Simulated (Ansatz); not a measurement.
Task: a calculation of the elastic constants of KNaICl, space group P4/mmm, with the Ansatz DFT code, driven from Python. Give the script and its output. Use (first run): r2SCAN, PAW, cutoff 650 eV, 6×6×4 k-points, fixed occupations.

```
CELL_PARAMETERS angstrom
4.51040 0.00000 0.00000
0.00000 4.51040 0.00000
0.00000 0.00000 6.81906
ATOMIC_POSITIONS crystal
K 0.50000 0.50000 0.50000
Na 0.00000 0.00000 0.00000
I 0.50000 0.50000 0.00000
Cl 0.00000 0.00000 0.50000
```

`elastic.py`
```python
"""Elastic constants of KNaICl."""

from dataclasses import replace
import warnings

import ansatz as az
import numpy as np


def main() -> None:
    warnings.simplefilter("ignore", az.DeckWarning)

    cell = (
        az.Lattice.of((4.5104, 0.0, 0.0), (0.0, 4.5104, 0.0), (0.0, 0.0, 6.819064))
        .atom("K", (0.5, 0.5, 0.5))
        .atom("Na", (0.0, 0.0, 0.0))
        .atom("I", (0.5, 0.5, 0.0))
        .atom("Cl", (0.0, 0.0, 0.5))
    )

    model = (
        cell.calculation()
        .basis(650)  # plane waves up to this kinetic energy
        .occupations("Fixed")  # no smearing
        .pseudopotentials("paw")
        .functional("r2SCAN")
        .kpoints(6, 6, 4)  # the mesh must be finer for metals
    )
    # relax, then strain
    rest = model.relax(cell=True).run(threads=1, pin="off").lattice
    relaxed = az.Crystal(lattice=az.Lattice.of(rest.cell_ang))
    for site in rest.sites:
        relaxed = relaxed.atom(site.symbol, site.position_frac)
    model = replace(model, crystal=relaxed)
    print("relaxed volume {:.3f} A^3".format(abs(np.linalg.det(rest.cell_ang))))
    result = model.elastic(az.ElasticMode.RELAXED_ION).run(threads=1, pin="off")
    elastic = result.elastic

    C = np.asarray(elastic.c_gpa)
    for i in range(6):
        for j in range(i, 6):
            if abs(C[i, j]) > 0.05:
                print(f"C{i + 1}{j + 1} = {C[i, j]:.1f} GPa")
    print("smallest eigenvalue of C:", round(elastic.stability.min_eigenvalue_gpa, 1), "GPa; tensor positive definite:", elastic.stability.min_eigenvalue_gpa > 0)
    # averaged moduli need a positive definite tensor
    if elastic.stability.min_eigenvalue_gpa > 0:
        m = elastic.moduli
        anisotropy = 5 * m.g_voigt_gpa / m.g_reuss_gpa + m.k_voigt_gpa / m.k_reuss_gpa - 6
        print(f"Voigt K {m.k_voigt_gpa:.1f} G {m.g_voigt_gpa:.1f}; Reuss K {m.k_reuss_gpa:.1f} G {m.g_reuss_gpa:.1f}; universal anisotropy index {anisotropy:.3f}")


if __name__ == "__main__":
    main()
```

```console
$ python elastic.py
relaxed volume 134.101 A^3
C11 = 34.3 GPa
C12 = 17.0 GPa
C13 = 4.9 GPa
C22 = 34.3 GPa
C23 = 4.9 GPa
C33 = 32.3 GPa
C44 = 5.3 GPa
C55 = 5.3 GPa
C66 = 17.1 GPa
smallest eigenvalue of C: 5.3 GPa; tensor positive definite: True
Voigt K 17.2 G 10.5; Reuss K 16.7 G 8.2; universal anisotropy index 1.459
```

What to keep in mind:
- Under fixed occupations the level called the Fermi level is the highest filled one on the SCF mesh; off the mesh a filled band can lie a little above it.
- A positive definite tensor excludes instabilities under uniform strain alone; phonons elsewhere in the zone can still be imaginary.
- The structure comes from a database of computed cells and needn't be a stable or known phase.
- The constants belong to the cell that was strained; where it wasn't relaxed first it may be under stress.
- Run time: 7.5 min on 1 thread of Intel(R) Xeon(R) Platinum 8488C (Sapphire Rapids) (shared host), peak memory 1.2 GiB.

(A comment or docstring line of the script was reworded after the run, the code is as it ran.)
